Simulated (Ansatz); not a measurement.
# YSn3: the cost of one run

Computed with the Python package of Ansatz 0.2.0. Level of theory: DFT r2SCAN, plane waves, PAW.

## Step 1: Starting point

It takes space group Pm-3m (No. 221, cubic). The conventional cell has a = 4.666 Å, b = 4.666 Å, c = 4.666 Å, α = 90.00°, β = 90.00°, γ = 90.00°. Around Y (site symmetry m-3m) lie 12 Sn at 3.30 Å. Sn (site symmetry 4/mmm) is surrounded by 4 Y at 3.30 Å and 8 Sn at 3.30 Å.

No structure file is read: the coordinates are typed or built in the script.

## Step 2: The code

Input file ysn3.py:

```python
"""Cutoff test for YSn3."""

import ansatz as az
import matplotlib.pyplot as plt


def main() -> None:
    system = (
        az.Lattice.of([4.666, 0.0, 0.0], [0.0, 4.666, 0.0], [0.0, 0.0, 4.666])
        .atom("Y", [0.0, 0.0, 0.0])
        .atom("Sn", [0.0, 0.5, 0.5])
        .atom("Sn", [0.5, 0.0, 0.5])
        .atom("Sn", [0.5, 0.5, 0.0])
    )

    calc = (
        system.calculation()
        .functional("r2scan")
        .occupations("fermi_dirac", width=0.1)
        .kpoints(mesh=(5, 5, 5))
    )

    rows = []
    for value in [300, 375, 450, 525, 600, 675]:
        summary = calc.basis(value).run().report
        rows.append((value, summary["free_energy_ev"] / len(summary["lattice"]["sites"]), summary["n_iterations"], summary["n_pw"]))

    print(" cutoff (eV)   F/atom (eV)    iterations   plane waves")
    for row in rows:
        print(f"{str(row[0]):>12s}  {row[1]:12.5f}  {row[2]:12d}  {row[3]:12d}")

    # differences from the last row
    for row in rows[:-1]:
        shift = 1000 * (row[1] - rows[-1][1])
        print(f"{row[0]}: {shift:+.2f} meV/atom" + ("  (within 2 meV)" if abs(shift) < 2 else ""))
    plt.figure(figsize=(4.5, 3))
    plt.plot([str(row[0]) for row in rows], [1000 * (row[1] - rows[-1][1]) for row in rows], "o-")
    plt.xlabel("cutoff (eV)")
    plt.ylabel("F - F(last) (meV/atom)")
    plt.tight_layout()
    plt.savefig("ecut.png", dpi=100)


if __name__ == "__main__":
    main()
```

## Step 3: The input behind the calls

The engine receives this input (first run):

```yaml
crystal:
  lattice:
    - [4.666, 0.0, 0.0]
    - [0.0, 4.666, 0.0]
    - [0.0, 0.0, 4.666]
  atoms:
    - { symbol: "Y", position: [0.0, 0.0, 0.0] }
    - { symbol: Sn, position: [0.0, 0.5, 0.5] }
    - { symbol: Sn, position: [0.5, 0.0, 0.5] }
    - { symbol: Sn, position: [0.5, 0.5, 0.0] }
basis:
  ecutwfc: 300.0
kpoints:
  mp_grid:
    grid: [5, 5, 5]
hamiltonian:
  xc: r2scan
scf:
  occupations:
    method: fermi_dirac
    width: 0.1
```

## Step 4: Launch

Command:

```bash
> python ysn3.py
```

**Question.** How long does this script take on 1 thread of Arm Neoverse V2, shared host, and how much memory does it need?

About 25 s, with a peak of 0.71 GiB.
